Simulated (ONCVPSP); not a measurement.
# Pseudopotential generation for gallium: ONCV, PBEsol

Task: generate the file, and judge it by its errors in other configurations, its logarithmic derivatives, its ghosts and its cutoff.

The numbers are computed with ONCVPSP 4.0.1.1 (patched build) (PBEsol, scalar-relativistic, spin-unpolarised reference atom).

**1. Settings**

Typed settings, in words:

- element: gallium (Ga, Z = 31)
- type: optimised norm-conserving Vanderbilt (ONCV)
- frozen core: [Ar]
- valence charge: 13
- reference configuration: 3d10 4s2 4p1
- partial waves: 4s: rc 1.60 bohr, ncon 4, nbas 7, qcut 3.2 1/bohr, 2 projectors, debl 0.7 Ha; 4p: rc 2.65 bohr, ncon 4, nbas 9, qcut 3.1 1/bohr, 3 projectors, debl 0.7 Ha; 3d: rc 0.65 bohr, ncon 5, nbas 9, qcut 16.9 1/bohr, local
- local potential: the d channel
- core correction: polynomial model core, fcfact 0.7

The nodes and maxima of the atom's own shells, from an earlier all-electron run, set the scale for the radii.

All-electron outer shells of the reference configuration (PBEsol, scalar-relativistic, ld1.x):

| shell | level (eV) | outermost node (bohr) | outermost maximum (bohr) |
| --- | --- | --- | --- |
| 3s | -147.78 | 0.27 | 0.56 |
| 3p | -98.68 | 0.24 | 0.56 |
| 3d | -19.16 | – | 0.53 |
| 4s | -8.96 | 0.81 | 1.90 |
| 4p | -2.57 | 0.87 | 2.53 |

**2. Generation**

Ga.dat reads:

```
# ATOM AND REFERENCE CONFIGURATION
# atsym  z   nc   nv     iexc    psfile
  Ga 31.00    5    3  -116133      upf
#
#   n    l    f
    1    0    2.00
    2    0    2.00
    2    1    6.00
    3    0    2.00
    3    1    6.00
    3    2   10.00
    4    0    2.00
    4    1    1.00
#
# PSEUDOPOTENTIAL AND OPTIMIZATION
# lmax
    2
#
#   l,   rc,      ep,       ncon, nbas, qcut
    0    1.60    0.00    4    7    3.20
    1    2.65    0.00    4    9    3.10
    2    0.65    0.00    5    9   16.90
#
# LOCAL POTENTIAL
# lloc, lpopt,  rc(5),   dvloc0
    2    5    0.65    0.00
#
# VANDERBILT-KLEINMAN-BYLANDER PROJECTORs
# l, nproj, debl
    0    2    0.70
    1    3    0.70
    2    0    2.30
#
# MODEL CORE CHARGE
# icmod, fcfact, rcfact
    1    0.70    0.00
#
# LOG DERIVATIVE ANALYSIS
# epsh1, epsh2, depsh
   -2.00    5.00    0.02
#
# OUTPUT GRID
# rlmax, drl
    6.00    0.01
#
# TEST CONFIGURATIONS
# ncnf
    4
# nvcnf
#   n    l    f
    3
    3    2   10.00
    4    0    2.00
    4    1    0.00
#
    3
    3    2   10.00
    4    0    1.00
    4    1    0.00
#
    3
    3    2   10.00
    4    0    0.00
    4    1    0.00
#
    3
    3    2    9.00
    4    0    2.00
    4    1    2.00
#
```

Run with:

```console
$ oncvpsp.x < Ga.dat > Ga.out
```

**Question.** What will these runs give? Wanted: cutoffs for 1 and 0.1 mHa per electron, occupied waves; bound ghosts; GHOST(+) flags; largest test error; largest phase difference near zero energy, channels read; rms error of d²Exc/dn², without and with the model core.

**Answer**, as computed:

| quantity | value |
| --- | --- |
| cutoffs for 1 and 0.1 mHa per electron, occupied waves | 595 Ha and 707 Ha |
| bound ghosts | s at -390.60 eV, p at -205.72 eV |
| GHOST(+) flags | none at low energy |
| largest test error (AE − PS) | -297 meV, for 3d9 4s2 4p2 (1 test unsolved) |
| largest phase difference near zero energy, channels read | 0.001 rad |
| rms error of d²Exc/dn², without and with the model core | 6.55 and 1.00 mHa |

In words: A bound ghost (s, p) makes it unfit for use: electrons can fall into a state that the atom doesn't have. The worst unpolarised test, 3d9 4s2 4p2, is off by 297 meV on 20.3 eV; by total energies transferability rates as poor. Of the tests 1 gave no usable energy difference, which is a warning in itself. It counts as very hard, with 595 Ha needed at the looser tolerance. At the looser tolerance the 3d wave is the slowest; 4s needs 13 Ha. Near zero energy the phases of the channels with partial waves agree within 0.001 rad.
